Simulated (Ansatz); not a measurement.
**CH7BSSi2: up Jacob's ladder to CCSD(T)**

The task here is to estimate one member of a computed series from the others.

Method: functionals in def2-TZVPP, the program's frozen cores in correlated methods; program: Ansatz 0.2.0, Gaussian basis.

Levels to be run: PBE-D4, r2SCAN-D4, PBE0-D4, B3LYP-D4, ωB97X-V, ωB97M-V, B2PLYP; CCSD(T)/def2-TZVPP; MP2/def2-QZVPP; extrapolation to the limit.

## The geometry

An earlier PBE0-D4 in a triple-zeta def2 set relaxation fixed the geometry.

12 atoms, charge 0, spin multiplicity 1.

Atoms are counted from 1 here; the program's logs count them from 0.

Bond lengths: B1–Si2 1.949 Å, B1–S5 2.051 Å, B1–H6 1.198 Å, B1–H7 1.196 Å, Si2–C3 1.884 Å, Si2–S5 2.280 Å, Si2–H8 1.486 Å, C3–Si4 1.874 Å, C3–H9 1.090 Å, C3–H10 1.091 Å, Si4–S5 2.175 Å, Si4–H11 1.483 Å, Si4–H12 1.482 Å. Angles: Si2–B1–S5 69.4°, Si2–B1–H6 118.3°, Si2–B1–H7 117.1°, S5–B1–H6 111.3°, S5–B1–H7 105.5°, H6–B1–H7 121.0°, B1–Si2–C3 114.1°, B1–Si2–S5 57.4°, B1–Si2–H8 129.9°, C3–Si2–S5 93.9°, C3–Si2–H8 115.3°, S5–Si2–H8 111.0°, Si2–C3–Si4 92.6°, Si2–C3–H9 113.0°, Si2–C3–H10 114.3°, Si4–C3–H9 115.5°, Si4–C3–H10 110.8°, H9–C3–H10 109.8° and more.

The first run:

Contents of in.yaml:

```yaml
crystal:
  periodic: [false, false, false]
  atoms:
    - {symbol: B, position_ang: [-1.676156, -0.595408, 0.766162]}
    - {symbol: Si, position_ang: [-0.489496, 0.949677, 0.712206]}
    - {symbol: C, position_ang: [1.308787, 0.525140, 0.346077]}
    - {symbol: Si, position_ang: [0.847826, -0.538262, -1.126757]}
    - {symbol: S, position_ang: [-1.274202, -0.063624, -1.173028]}
    - {symbol: H, position_ang: [-1.205284, -1.664773, 1.030684]}
    - {symbol: H, position_ang: [-2.842756, -0.380460, 0.920416]}
    - {symbol: H, position_ang: [-0.813112, 2.399989, 0.710331]}
    - {symbol: H, position_ang: [1.798827, 0.002046, 1.167362]}
    - {symbol: H, position_ang: [1.915681, 1.376215, 0.034467]}
    - {symbol: H, position_ang: [1.449023, -0.069982, -2.399457]}
    - {symbol: H, position_ang: [1.057861, -1.995659, -0.954563]}
basis:
  gaussian: {orbitals: def2-TZVPP}
hamiltonian: {xc: pbe, dispersion: d4}
output: {forces: true, orbitals: {seedname: orbitals}}
```

Launch:

```sh
ansatz run in.yaml --threads 4 --pin off --events-out ev --progress --plain --max-ram 10444MiB
```

Steps of the session up to this table: PBE-D4 (GGA); r2SCAN-D4 (meta-GGA); PBE0-D4 (hybrid); B3LYP-D4 (hybrid); ωB97X-V (range-separated); ωB97M-V (range-separated); B2PLYP (double hybrid); CCSD(T) in def2-TZVPP; MP2 in def2-QZVPP.

One table of the session follows, with a row left open; its other results are not shown here.

```
            method  atomisation energy (kcal/mol)
            PBE-D4                              ?
         r2SCAN-D4                          992.0
           PBE0-D4                          988.1
          B3LYP-D4                          979.6
           ωB97X-V                          990.7
           ωB97M-V                          989.1
            B2PLYP                          967.1
     HF/def2-TZVPP                          734.6
    MP2/def2-TZVPP                          967.1
   CCSD/def2-TZVPP                          940.5
CCSD(T)/def2-TZVPP                          955.6
           MP2/CBS                          993.0
       CCSD(T)/CBS                          981.5
```

**Question.** Estimate the row for PBE-D4.

As computed: atomisation energy (kcal/mol): 994.9. In the column «atomisation energy (kcal/mol)» it is the highest.

Among the levels timed on like hardware and quicker than the yardstick, those that no quicker one beats, quickest first: PBE-D4 (3.5 s, +13.4 kcal/mol); PBE0-D4 (4.4 s, +6.6 kcal/mol); B3LYP-D4 (7 s, -1.9 kcal/mol).

B2PLYP carry no dispersion term (for B3LYP, D4 adds 14.6 kcal/mol).

Caveats from the session: Free atoms (1 B, 2 Si, 1 C, 1 S, 7 H) were run apart at each level; the atomisation energy is their sum less the molecule, without zero-point or spin-orbit terms.
